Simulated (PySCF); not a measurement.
# C₃H₈AsB: electronic excitations and core binding energies

Aim: predict the electronic excitations and core binding energies of C₃H₈AsB (`B[AsH]CC=C`).

The runs use PySCF 2.14.0, with density-fitted response routines of our own; the level of theory stands in each step. All values are computed, except where a source is named. Atoms count from 0, in the outputs and in this text.

## Step 1: The starting structure

13 atoms, charge 0, multiplicity 1; geometry from: GFN2-xTB.

Bonds of the start (Å): B0–As1 1.98, As1–C2 2.02, C2–C3 1.48, C3–C4 1.32, B0–H5 1.17, B0–H6 1.17, As1–H7 1.51, C2–H8 1.09, C2–H9 1.09, C3–H10 1.08, C4–H11 1.08, C4–H12 1.08.

## Step 2: Ultraviolet spectrum: PBE0/def2-SVPD

The job: settings as JSON, then the geometry in Å.

```
{"job": {"kind": "uv", "xc": "PBE0", "basis": "def2-SVPD", "nstates": 8, "ntriplets": 3}, "charge": 0, "multiplicity": 1}
B      2.733989     0.136890     0.473916
As     1.247385     0.257956    -0.821897
C     -0.153669    -0.718716     0.260615
C     -1.514769    -0.341582    -0.188365
C     -2.351985     0.405083     0.512205
H      3.492565     1.017215     0.614401
H      2.943798    -0.863433     1.048398
H      0.808743     1.643392    -0.428631
H      0.027901    -1.784882     0.093608
H     -0.018172    -0.501104     1.321357
H     -1.797425    -0.694477    -1.174077
H     -2.096056     0.771711     1.493709
H     -3.326694     0.672434     0.141258
```

Method: TDDFT PBE0/def2-SVPD, vertical, gas phase, core orbitals frozen in the response.

Run with:

```sh
OMP_NUM_THREADS=1 python probes_run.py task.json out
```

The driver reads the jobs from task.json and runs them one after another.

The program printed:

```text
coarse grid: 47832 points
cycle   1  E = -2378.9410906880  dE = -4.849e-01  |g| = 3.268e-01  |ddm| = 4.910e+00
cycle   2  E = -2378.9412303626  dE = -1.397e-04  |g| = 3.262e-01  |ddm| = 9.880e-01
cycle   3  E = -2378.9667924811  dE = -2.556e-02  |g| = 4.286e-02  |ddm| = 4.745e-01
cycle   4  E = -2378.9673377669  dE = -5.453e-04  |g| = 1.630e-02  |ddm| = 1.024e-01
cycle   5  E = -2378.9674192961  dE = -8.153e-05  |g| = 4.320e-03  |ddm| = 3.093e-02
cycle   6  E = -2378.9674237592  dE = -4.463e-06  |g| = 1.156e-03  |ddm| = 8.784e-03
final grid: 100888 points
cycle   7  E = -2378.9674118273  dE =  5.119e-07  |g| = 1.889e-03  |ddm| = 9.448e-03
cycle   8  E = -2378.9674098486  dE =  1.979e-06  |g| = 3.287e-03  |ddm| = 7.843e-03
cycle   9  E = -2378.9674128264  dE = -2.978e-06  |g| = 1.951e-04  |ddm| = 4.710e-03
cycle  10  E = -2378.9674128374  dE = -1.102e-08  |g| = 2.335e-05  |ddm| = 3.803e-04
cycle  11  E = -2378.9674128375  dE = -9.140e-11  |g| = 2.892e-06  |ddm| = 4.259e-05
converged SCF energy = -2378.9674128375

Static polarisability (au): isotropic 87.832, principal 71.629 76.547 115.319

Singlet excitations
state   eV       nm        f      main configurations
  1   4.1678    297.5   0.04649   H->L 0.57, H-1->L 0.37
  2   4.4553    278.3   0.08009   H-1->L 0.57, H->L 0.40
  3   5.7119    217.1   0.00868   H-2->L 0.70, H-3->L 0.19
  4   5.9336    209.0   0.01957   H->L+1 0.67, H-3->L 0.17, H-1->L+1 0.10
  5   6.0917    203.5   0.01548   H-3->L 0.50, H-2->L 0.24, H->L+1 0.12
  6   6.4345    192.7   0.02781   H->L+2 0.64, H-1->L+1 0.28
  7   6.4866    191.1   0.12742   H-1->L+2 0.31, H->L+2 0.27, H-1->L+1 0.26
  8   6.8185    181.8   0.04551   H->L+3 0.84

Triplet excitations (Tamm-Dancoff, eV): 3.1351 3.9194 4.4575
```

It took 25 s on 1 thread of Arm Neoverse V1, shared host; peak memory 0.71 GiB.

The orbitals next to the gap, with their largest atomic shares:

```
orbital     eV                       atoms
 HOMO−3  -9.44   B0 21 %, C2 17 %, C3 13 %
 HOMO−2  -9.20  As1 32 %, B0 23 %, H7 18 %
 HOMO−1  -7.40  C4 24 %, As1 22 %, C3 22 %
   HOMO  -7.13  As1 47 %, C2 12 %, B0 12 %
   LUMO  -1.93   B0 53 %, As1 18 %, H6 9 %
 LUMO+1  -0.08  C3 24 %, C4 24 %, As1 19 %
 LUMO+2   0.44  B0 24 %, As1 22 %, H7 10 %
```

With each of the 8 states as a Gaussian band of 0.4 eV half-width at 1/e, the curve within the window shown has maxima at 284 nm (ε 4,600), 190 nm (ε 7,600) L/(mol cm). Beyond the last state computed it falls off for lack of states. The curve at chosen wavelengths:

```csv
nm,ε (L/mol/cm)
174,1537
181,4582
188,7319
195,6867
202,4447
209,2554
216,1460
222,845
229,392
236,207
243,297
250,728
257,1539
264,2612
271,3655
278,4358
285,4554
292,4266
299,3647
305,2995
312,2232
319,1564
326,1036
333,653
340,394
347,228
```

Ground-state properties from the same run:

```
           property  computed
  dipole moment (D)      0.76
polarisability (Å³)     13.02
 HOMO–LUMO gap (eV)      5.20
      −ε(HOMO) (eV)      7.13
```

## Step 3: Core-electron binding energies: SCAN, X2C

Settings changed since step 2:

```diff
@@ -1,2 +1,2 @@
-{"job": {"kind": "uv", "xc": "PBE0", "basis": "def2-SVPD", "nstates": 8, "ntriplets": 3}, "charge": 0, "multiplicity": 1}
+{"job": {"kind": "xps"}, "charge": 0, "multiplicity": 1}
 B      2.733989     0.136890     0.473916
```

Level: delta-SCF UKS SCAN, pcX-2 on the ionised atom, pcseg-1 elsewhere, spin-free X2C.

The program printed:

```text
ground state, core basis on atom 0 (B), 154 functions
  cycle   1  E = -2399.24113644  |g| = 3.98e-01
  cycle   2  E = -2399.21341741  |g| = 4.99e-01
  cycle   3  E = -2399.28774097  |g| = 7.50e-02
  cycle   4  E = -2399.28952189  |g| = 3.04e-02
  cycle   5  E = -2399.28975002  |g| = 1.34e-02
  cycle   6  E = -2399.28979609  |g| = 4.65e-03
  cycle   7  E = -2399.28980719  |g| = 1.05e-03
  cycle   8  E = -2399.28980697  |g| = 3.33e-04
  E(ground) = -2399.19868723 Eh
hole in B 1s of atom 0
  cycle   1  E = -2391.66723235  |g| = 1.15e+00
  cycle   2  E = -2389.44272144  |g| = 2.02e+00
  cycle   3  E = -2391.82396183  |g| = 6.09e-01
  cycle   4  E = -2391.80035122  |g| = 6.17e-01
  cycle   5  E = -2392.09263252  |g| = 1.42e-01
  cycle   6  E = -2392.07687795  |g| = 2.23e-01
  cycle   7  E = -2392.11067733  |g| = 1.18e-01
  cycle   8  E = -2392.11745862  |g| = 7.81e-02
  cycle   9  E = -2392.12298703  |g| = 2.68e-02
  cycle  10  E = -2392.12351755  |g| = 9.49e-03
  cycle  11  E = -2392.12356903  |g| = 5.48e-03
  cycle  12  E = -2392.12359219  |g| = 3.64e-03
  cycle  13  E = -2392.12360089  |g| = 1.99e-03
  cycle  14  E = -2392.12360552  |g| = 9.78e-04
  cycle  15  E = -2392.12360940  |g| = 5.91e-04
  cycle  16  E = -2392.12361044  |g| = 3.02e-04
  E(ion) = -2392.03180390 Eh   <S^2> = 1.3374   hole on atom = 1.000   binding energy = 195.021 eV
ground state, core basis on atom 2 (C), 154 functions
  cycle   1  E = -2399.29937325  |g| = 5.79e-02
  cycle   2  E = -2399.29921127  |g| = 2.76e-02
  cycle   3  E = -2399.29916635  |g| = 2.94e-02
  cycle   4  E = -2399.29947420  |g| = 4.82e-03
  cycle   5  E = -2399.29948022  |g| = 9.09e-04
  cycle   6  E = -2399.29947910  |g| = 1.35e-04
  E(ground) = -2399.20692880 Eh
hole in C 1s of atom 2
  cycle   1  E = -2388.03273187  |g| = 1.51e+00
  cycle   2  E = -2386.99357490  |g| = 2.02e+00
  cycle   3  E = -2388.50778684  |g| = 4.67e-01
  cycle   4  E = -2388.54430643  |g| = 3.61e-01
  cycle   5  E = -2388.61738978  |g| = 8.19e-02
  cycle   6  E = -2388.62060007  |g| = 1.67e-02
  cycle   7  E = -2388.62076198  |g| = 6.76e-03
  cycle   8  E = -2388.62079339  |g| = 3.44e-03
  cycle   9  E = -2388.62080435  |g| = 1.70e-03
  cycle  10  E = -2388.62081094  |g| = 1.06e-03
  cycle  11  E = -2388.62081413  |g| = 9.33e-04
  cycle  12  E = -2388.62081894  |g| = 8.02e-04
  cycle  13  E = -2388.62082518  |g| = 6.57e-04
  cycle  14  E = -2388.62083361  |g| = 4.47e-04
  E(ion) = -2388.52737532 Eh   <S^2> = 0.7771   hole on atom = 1.000   binding energy = 290.605 eV
ground state, core basis on atom 3 (C), 154 functions
  cycle   1  E = -2399.30013549  |g| = 5.82e-02
  cycle   2  E = -2399.29997262  |g| = 3.11e-02
  cycle   3  E = -2399.29993597  |g| = 3.30e-02
  cycle   4  E = -2399.30022047  |g| = 6.08e-03
  cycle   5  E = -2399.30023023  |g| = 5.26e-04
  cycle   6  E = -2399.30022936  |g| = 2.32e-04
  E(ground) = -2399.20816675 Eh
hole in C 1s of atom 3
  cycle   1  E = -2388.04444737  |g| = 1.51e+00
  cycle   2  E = -2385.95502527  |g| = 2.19e+00
  cycle   3  E = -2388.21541643  |g| = 7.42e-01
  cycle   4  E = -2388.55681971  |g| = 3.62e-01
  cycle   5  E = -2388.60442955  |g| = 1.87e-01
  cycle   6  E = -2388.62067206  |g| = 5.15e-02
  cycle   7  E = -2388.62223989  |g| = 1.81e-02
  cycle   8  E = -2388.62253087  |g| = 8.70e-03
  cycle   9  E = -2388.62267874  |g| = 5.46e-03
  cycle  10  E = -2388.62276739  |g| = 4.42e-03
  cycle  11  E = -2388.62281498  |g| = 2.97e-03
  cycle  12  E = -2388.62283790  |g| = 1.66e-03
  cycle  13  E = -2388.62284558  |g| = 7.91e-04
  cycle  14  E = -2388.62284555  |g| = 3.36e-04
  E(ion) = -2388.52972177 Eh   <S^2> = 0.8378   hole on atom = 1.000   binding energy = 290.575 eV
ground state, core basis on atom 4 (C), 154 functions
  cycle   1  E = -2399.29935751  |g| = 6.19e-02
  cycle   2  E = -2399.29858915  |g| = 6.14e-02
  cycle   3  E = -2399.29920991  |g| = 3.73e-02
  cycle   4  E = -2399.29957595  |g| = 6.72e-03
  cycle   5  E = -2399.29959199  |g| = 7.10e-04
  cycle   6  E = -2399.29959131  |g| = 2.78e-04
  E(ground) = -2399.20755134 Eh
hole in C 1s of atom 4
  cycle   1  E = -2388.06163865  |g| = 1.51e+00
  cycle   2  E = -2386.34699780  |g| = 2.02e+00
  cycle   3  E = -2388.32404992  |g| = 6.90e-01
  cycle   4  E = -2388.58412495  |g| = 3.50e-01
  cycle   5  E = -2388.63172839  |g| = 1.66e-01
  cycle   6  E = -2388.64468205  |g| = 4.39e-02
  cycle   7  E = -2388.64579858  |g| = 1.17e-02
  cycle   8  E = -2388.64588656  |g| = 5.46e-03
  cycle   9  E = -2388.64591004  |g| = 2.25e-03
  cycle  10  E = -2388.64591817  |g| = 1.05e-03
  cycle  11  E = -2388.64591907  |g| = 5.98e-04
  cycle  12  E = -2388.64591980  |g| = 1.98e-04
  E(ion) = -2388.55317991 Eh   <S^2> = 0.7819   hole on atom = 1.000   binding energy = 289.920 eV
```

Run time: 40 s. Hardware: 1 thread of Arm Neoverse V1, shared host; peak memory 0.44 GiB.

Binding energies by hole, beside the orbital energy of the ground state; the difference holds orbital relaxation and, for a density functional, its self-interaction error:

```
     hole  stands for                   environment          ΔSCF (eV)  −ε (eV)   ⟨S²⟩
B1s on B0          B0       boron bonded to As, 2 H  195.02 (doubtful)    180.5  1.337
C1s on C2          C2  allylic sp3 CH2 bonded to As             290.61    274.2  0.777
C1s on C3          C3                     alkene CH             290.58    273.9  0.838
C1s on C4          C4          terminal =CH2 carbon             289.92    273.4  0.782
```

Doubtful: the ion did not converge, its hole moved, or its ⟨S²⟩ is well above 0.75.

## Step 4: Summary of results

```
                                quantity                               value
         lowest singlet (PBE0/def2-SVPD)         4.17 eV (297 nm), f = 0.046
brightest single state of those computed         state 7, 6.49 eV, f = 0.127
                          lowest triplet                             3.14 eV
        C1s binding energies, SCAN/pcX-2  C2 290.61, C3 290.58, C4 289.92 eV
```

In words: The lowest singlet, at 4.17 eV, is HOMO→LUMO 0.57, HOMO−1→LUMO 0.37 and is weak; of the 8 states computed, the strongest absorption comes from state 7 at 6.49 eV. The lowest triplet lies 1.03 eV below the lowest singlet (triplets in Tamm-Dancoff, singlets in full TDDFT). The C1s levels kept as sound span 0.69 eV, from C4 (terminal =CH2 carbon) up to C2 (allylic sp3 CH2 bonded to As).
